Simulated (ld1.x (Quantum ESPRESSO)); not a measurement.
# How the radius of the model core shapes an RRKJ potential for Si, part 1 of 2

Aim: generate and test one potential in full, then change the radius of the model core and see what happens to hardness, ghosts and transferability.

The numbers are computed with ld1.x (Quantum ESPRESSO) 7.5 (PBE, scalar-relativistic, spin-unpolarised reference atom).

**1. The atom and the settings**

The settings as typed:

- element: silicon (Si, Z = 14)
- type: norm-conserving RRKJ (Kleinman–Bylander form)
- frozen core: [Ne]
- valence charge: 4
- reference configuration: 3s1.75 3p2.25
- partial waves: 3s (bound): rc 1.45 bohr; 3p (bound): rc 1.90 bohr
- local potential: all-electron potential smoothed inside 1.55 bohr (lloc = -1)
- core correction: Bessel-smoothed model core inside 1.04 bohr

The nodes and maxima of the atom's own shells, from an earlier all-electron run, set the scale for the radii.

All-electron outer shells of the reference configuration (PBE, scalar-relativistic, ld1.x):

| shell | level (eV) | outermost node (bohr) | outermost maximum (bohr) |
| --- | --- | --- | --- |
| 2s | -139.93 | 0.15 | 0.45 |
| 2p | -95.98 | – | 0.39 |
| 3s | -11.01 | 0.72 | 1.77 |
| 3p | -4.23 | 0.72 | 2.14 |

**2. The first potential**

The input, Si.in:

```
 &input
   title='Si', zed=14., rel=1, dft='PBE', iswitch=3,
   config='[Ne] 3s1.75 3p2.25',
   nld=2, rlderiv=2.05, eminld=-3.0, emaxld=5.0, deld=0.02
 /
 &inputp
   pseudotype=2, tm=.false., rho0=0.01, lloc=-1, rcloc=1.55,
   nlcc=.true., new_core_ps=.true., rcore=1.04,
   file_pseudopw='Si.UPF', file_wfcaegen='ae.wfc', file_wfcncgen='nc.wfc', file_beta='beta', file_chi='chi'
 /
2
3S  1  0   1.75   0.00  1.45  1.45  0.0
3P  2  1   2.25   0.00  1.90  1.90  0.0
 &test
   configts(1)='3s1.75 3p2.25'
 /
```

Started as:

```sh
$ ld1.x < Si.in > Si.out
```

Output in Si.out (without the banner and most projector matrices):

```text
     Program LD1 v.7.5
     --------------------------- All-electron run ----------------------------

     Si
     scalar relativistic calculation

     atomic number is 14.00
     dft =PBE   lsd =0 sic =0 latt =0  beta=0.20 tr2=1.0E-14
     Exchange-correlation= PBE
                           (   1   4   3   4   0   0   0)
     mesh =1141 r(mesh) = 100.57892 a.u. xmin = -7.00 dx = 0.01250
     1 Ry =  13.60569312 eV, c = 137.03599908

     n l     nl                  e(Ry)          e(Ha)          e(eV)
     1 0     1S 1( 2.00)      -131.2963       -65.6481     -1786.3768
     2 0     2S 1( 2.00)       -10.2844        -5.1422      -139.9262
     2 1     2P 1( 6.00)        -7.0546        -3.5273       -95.9825
     3 0     3S 1( 1.75)        -0.8091        -0.4046       -11.0088
     3 1     3P 1( 2.25)        -0.3112        -0.1556        -4.2344

     final scf error:  2.3E-15 reached in  26 iterations

     Etot =    -579.550787 Ry,    -289.775393 Ha,   -7885.190154 eV

     Ekin =     580.982050 Ry,     290.491025 Ha,    7904.663482 eV
     Encl =   -1383.203632 Ry,    -691.601816 Ha,  -18819.444142 eV
     Eh   =     263.944181 Ry,     131.972090 Ha,    3591.143524 eV
     Exc  =     -41.273386 Ry,     -20.636693 Ha,    -561.553019 eV

     normalization and overlap integrals

     s(1S/1S) =  1.000000  <r> =   0.1113  <r2> =    0.0167  r(max) =   0.0723
     s(2S/2S) =  1.000000  <r> =   0.5679  <r2> =    0.3855  r(max) =   0.4543
     s(2P/2P) =  1.000000  <r> =   0.5375  <r2> =    0.3647  r(max) =   0.3861
     s(3S/3S) =  1.000000  <r> =   2.1557  <r2> =    5.4132  r(max) =   1.7744
     s(3P/3P) =  1.000000  <r> =   2.7712  <r2> =    9.2421  r(max) =   2.1403

     ------------------------ End of All-electron run ------------------------

     --------------------- Generating NC pseudopotential ---------------------

      Generating local potential from pseudized AE potential:
      Matching radius rcloc =   1.5500

      Local pseudo, rcloc= 1.546 Estimated cut-off energy=     9.89 Ry

      Computing core charge for nlcc:

       r > 1.05 : true rho core
      Core charge pseudized with two Bessel functions
      Integrated core pseudo-charge :   4.89

      Wfc   3S  rcut= 1.435  Estimated cut-off energy=       19.98 Ry
      Using 4 Bessel functions for this wfc, rho(0) = 0.010
      This function has    0 nodes for 0 < r <    1.435

      Wfc   3P  rcut= 1.889  Estimated cut-off energy=       48.26 Ry
      This function has    0 nodes for 0 < r <    1.889

     ------------------- End of pseudopotential generation -------------------

     [... the all-electron block is printed once more ...]


     Computing logarithmic derivative in   2.04871
     Computing logarithmic derivative in   2.04871
     Computing the partial wave expansion
     R is outside the sphere for l=    0 j= 0.00
     R is outside the sphere for l=    1 j= 0.00

     ---------------------- Testing the pseudopotential ----------------------

     Si
     scalar relativistic calculation

     atomic number is 14.00   valence charge is  4.00
     dft =PBE   lsd =0 sic =0 latt =0  beta=0.20 tr2=1.0E-14
     mesh =1141 r(mesh) = 100.57892 xmin = -7.00 dx = 0.01250

     n l     nl             e AE (Ry)        e PS (Ry)    De AE-PS (Ry)
     1 0     3S   1( 1.75)       -0.80913       -0.80914        0.00000
     2 1     3P   1( 2.25)       -0.31122       -0.31122        0.00000

     eps = 1.5E-15  iter =  3

     Etot =    -579.550787 Ry,    -289.775393 Ha,   -7885.190154 eV
     Etotps =   -16.430967 Ry,      -8.215483 Ha,    -223.554691 eV

     Ekin =       2.658168 Ry,       1.329084 Ha,      36.166219 eV
     Encl =     -14.954099 Ry,      -7.477049 Ha,    -203.460880 eV
     Ehrt =       5.810924 Ry,       2.905462 Ha,      79.061651 eV
     Ecxc =     -11.184833 Ry,      -5.592417 Ha,    -152.177407 eV
     (Ecc =      -9.002408 Ry,      -4.501204 Ha,    -122.484000 eV)
     Epseu=       1.238873 Ry,       0.619436 Ha,      16.855725 eV

     ---------------------- End of pseudopotential test ----------------------
```

Run time: 0.74 s. Hardware: 1 thread, shared host. This counts the later configuration tests of the new file too.

Partial waves on a coarse radial grid (AE all-electron, PS pseudo):

```tsv
r (bohr)	3p AE	3p PS
0.095	-0.0953	0.0023
0.190	-0.2076	0.0094
0.285	-0.2582	0.0218
0.380	-0.2503	0.0401
0.475	-0.2021	0.0647
0.570	-0.1303	0.0959
0.665	-0.0470	0.1336
0.760	0.0395	0.1771
0.855	0.1242	0.2249
0.950	0.2039	0.2755
1.045	0.2769	0.3268
1.140	0.3424	0.3769
1.235	0.4003	0.4239
1.330	0.4508	0.4666
1.425	0.4943	0.5042
1.520	0.5307	0.5364
1.615	0.5606	0.5632
1.710	0.5842	0.5850
1.805	0.6021	0.6022
1.900	0.6148	0.6148
1.995	0.6228	0.6228
2.090	0.6268	0.6268
2.185	0.6271	0.6271
2.280	0.6242	0.6242
2.375	0.6187	0.6187
2.470	0.6108	0.6108
```

**3. Testing the new file in other configurations**

The input, Si.test.in:

```
 &input
   title='Si', zed=14., rel=1, dft='PBE', iswitch=2,
   config='[Ne] 3s1.75 3p2.25'
 /
 &test
   file_pseudo='Si.UPF', nconf=8,
   configts(1)='3s1.75 3p2.25',
   configts(2)='3s2 3p2',
   configts(3)='3s2 3p1',
   configts(4)='3s2 3p0',
   configts(5)='3s2 3p2.3',
   configts(6)='3s2 3p1.5',
   configts(7)='3s1 3p3',
   configts(8)='3s1 3p0'
 /
```

Started as:

```sh
$ ld1.x < Si.test.in > Si.test.out
```

Si.test.out, the pseudopotential blocks:

```text
     ---------------------- Testing the pseudopotential ----------------------

     Si
     scalar relativistic calculation

     atomic number is 14.00   valence charge is  4.00
     dft =PBE   lsd =0 sic =0 latt =0  beta=0.20 tr2=1.0E-14
     mesh =1141 r(mesh) = 100.57892 xmin = -7.00 dx = 0.01250

     n l     nl             e AE (Ry)        e PS (Ry)    De AE-PS (Ry)
     1 0     3S   1( 1.75)       -0.80913       -0.80914        0.00000
     2 1     3P   1( 2.25)       -0.31122       -0.31122        0.00000

     eps = 4.6E-15  iter = 16

     Etot =    -579.550787 Ry,    -289.775393 Ha,   -7885.190155 eV
     Etotps =   -16.430966 Ry,      -8.215483 Ha,    -223.554682 eV

     Ekin =       2.658169 Ry,       1.329084 Ha,      36.166227 eV
     Encl =     -14.954099 Ry,      -7.477049 Ha,    -203.460879 eV
     Ehrt =       5.810924 Ry,       2.905462 Ha,      79.061651 eV
     Ecxc =     -11.184833 Ry,      -5.592417 Ha,    -152.177407 eV
     (Ecc =      -9.002408 Ry,      -4.501204 Ha,    -122.484000 eV)
     Epseu=       1.238873 Ry,       0.619436 Ha,      16.855725 eV

     ---------------------- End of pseudopotential test ----------------------

     ---------------------- Testing the pseudopotential ----------------------

     Si
     [...]
     n l     nl             e AE (Ry)        e PS (Ry)    De AE-PS (Ry)
     1 0     3S   1( 2.00)       -0.79473       -0.79469       -0.00003
     2 1     3P   1( 2.00)       -0.29996       -0.30004        0.00007

     eps = 8.4E-15  iter = 14

     Etot =    -579.674871 Ry,    -289.837436 Ha,   -7886.878407 eV
     Etotps =   -16.555041 Ry,      -8.277520 Ha,    -225.242807 eV
     dEtot_ae =      -0.124084 Ry
     dEtot_ps =      -0.124075 Ry,   Delta E=      -0.000009 Ry

     [...]
     ---------------------- End of pseudopotential test ----------------------

     ---------------------- Testing the pseudopotential ----------------------

     Si
     [...]
     n l     nl             e AE (Ry)        e PS (Ry)    De AE-PS (Ry)
     1 0     3S   1( 2.00)       -1.39899       -1.39791       -0.00108
     2 1     3P   1( 1.00)       -0.85670       -0.85609       -0.00060

     eps = 5.2E-15  iter =  9

     Etot =    -579.105988 Ry,    -289.552994 Ha,   -7879.138356 eV
     Etotps =   -15.986299 Ry,      -7.993150 Ha,    -217.504680 eV
     dEtot_ae =       0.444799 Ry
     dEtot_ps =       0.444667 Ry,   Delta E=       0.000132 Ry

     [...]
     ---------------------- End of pseudopotential test ----------------------

     ---------------------- Testing the pseudopotential ----------------------

     Si
     [...]
     n l     nl             e AE (Ry)        e PS (Ry)    De AE-PS (Ry)
     1 0     3S   1( 2.00)       -2.09735       -2.09376       -0.00358
     2 1     3P   1( 0.00)       -1.50702       -1.50420       -0.00281

     eps = 2.0E-15  iter =  9

     Etot =    -577.930541 Ry,    -288.965270 Ha,   -7863.145587 eV
     Etotps =   -14.812354 Ry,      -7.406177 Ha,    -201.532345 eV
     dEtot_ae =       1.620246 Ry
     dEtot_ps =       1.618612 Ry,   Delta E=       0.001634 Ry

     [...]
     ---------------------- End of pseudopotential test ----------------------

     ---------------------- Testing the pseudopotential ----------------------

     Si
     [...]
     n l     nl             e AE (Ry)        e PS (Ry)    De AE-PS (Ry)
     1 0     3S   1( 2.00)       -0.63967       -0.63973        0.00007
     2 1     3P   1( 2.30)       -0.15822       -0.15832        0.00009

     eps = 4.7E-15  iter = 15

     Etot =    -579.743236 Ry,    -289.871618 Ha,   -7887.808558 eV
     Etotps =   -16.623435 Ry,      -8.311718 Ha,    -226.173362 eV
     dEtot_ae =      -0.192449 Ry
     dEtot_ps =      -0.192469 Ry,   Delta E=       0.000020 Ry

     [...]
     ---------------------- End of pseudopotential test ----------------------

     ---------------------- Testing the pseudopotential ----------------------

     Si
     [...]
     n l     nl             e AE (Ry)        e PS (Ry)    De AE-PS (Ry)
     1 0     3S   1( 2.00)       -1.08246       -1.08206       -0.00040
     2 1     3P   1( 1.50)       -0.56422       -0.56410       -0.00012

     eps = 7.3E-15  iter = 12

     Etot =    -579.460145 Ry,    -289.730073 Ha,   -7883.956911 eV
     Etotps =   -16.340306 Ry,      -8.170153 Ha,    -222.321193 eV
     dEtot_ae =       0.090642 Ry
     dEtot_ps =       0.090660 Ry,   Delta E=      -0.000018 Ry

     [...]
     ---------------------- End of pseudopotential test ----------------------

     ---------------------- Testing the pseudopotential ----------------------

     Si
     [...]
     n l     nl             e AE (Ry)        e PS (Ry)    De AE-PS (Ry)
     1 0     3S   1( 1.00)       -0.84977       -0.85001        0.00025
     2 1     3P   1( 3.00)       -0.34314       -0.34298       -0.00017

     eps = 1.5E-15  iter = 16

     Etot =    -579.174028 Ry,    -289.587014 Ha,   -7880.064086 eV
     Etotps =   -16.054052 Ry,      -8.027026 Ha,    -218.426507 eV
     dEtot_ae =       0.376759 Ry
     dEtot_ps =       0.376914 Ry,   Delta E=      -0.000155 Ry

     [...]
     ---------------------- End of pseudopotential test ----------------------

     ---------------------- Testing the pseudopotential ----------------------

     Si
     [...]
     n l     nl             e AE (Ry)        e PS (Ry)    De AE-PS (Ry)
     1 0     3S   1( 1.00)       -2.90231       -2.89773       -0.00458
     2 1     3P   1( 0.00)       -2.26278       -2.25709       -0.00569  !

     eps = 3.5E-16  iter =  7

     Etot =    -575.433693 Ry,    -287.716847 Ha,   -7829.174246 eV
     Etotps =   -12.319835 Ry,      -6.159917 Ha,    -167.619894 eV
     dEtot_ae =       4.117093 Ry
     dEtot_ps =       4.111131 Ry,   Delta E=       0.005962 Ry

     [...]
     ---------------------- End of pseudopotential test ----------------------
```

The tests as a table, with energies relative to 3s1.75 3p2.25.

| valence configuration | charge | ΔE all-electron (eV) | error AE − PS (meV) |
| --- | --- | --- | --- |
| 3s2 3p2 | 0 | -1.688 | -0.1 |
| 3s2 3p1 | +1 | 6.052 | +1.8 |
| 3s2 3p0 | +2 | 22.045 | +22 |
| 3s2 3p2.3 | -0.3 | -2.618 | +0.3 |
| 3s2 3p1.5 | +0.5 | 1.233 | -0.2 |
| 3s1 3p3 | 0 | 5.126 | -2.1 |
| 3s1 3p0 | +3 | 56.016 | +81 |

(Continued in part 2 of 2.)
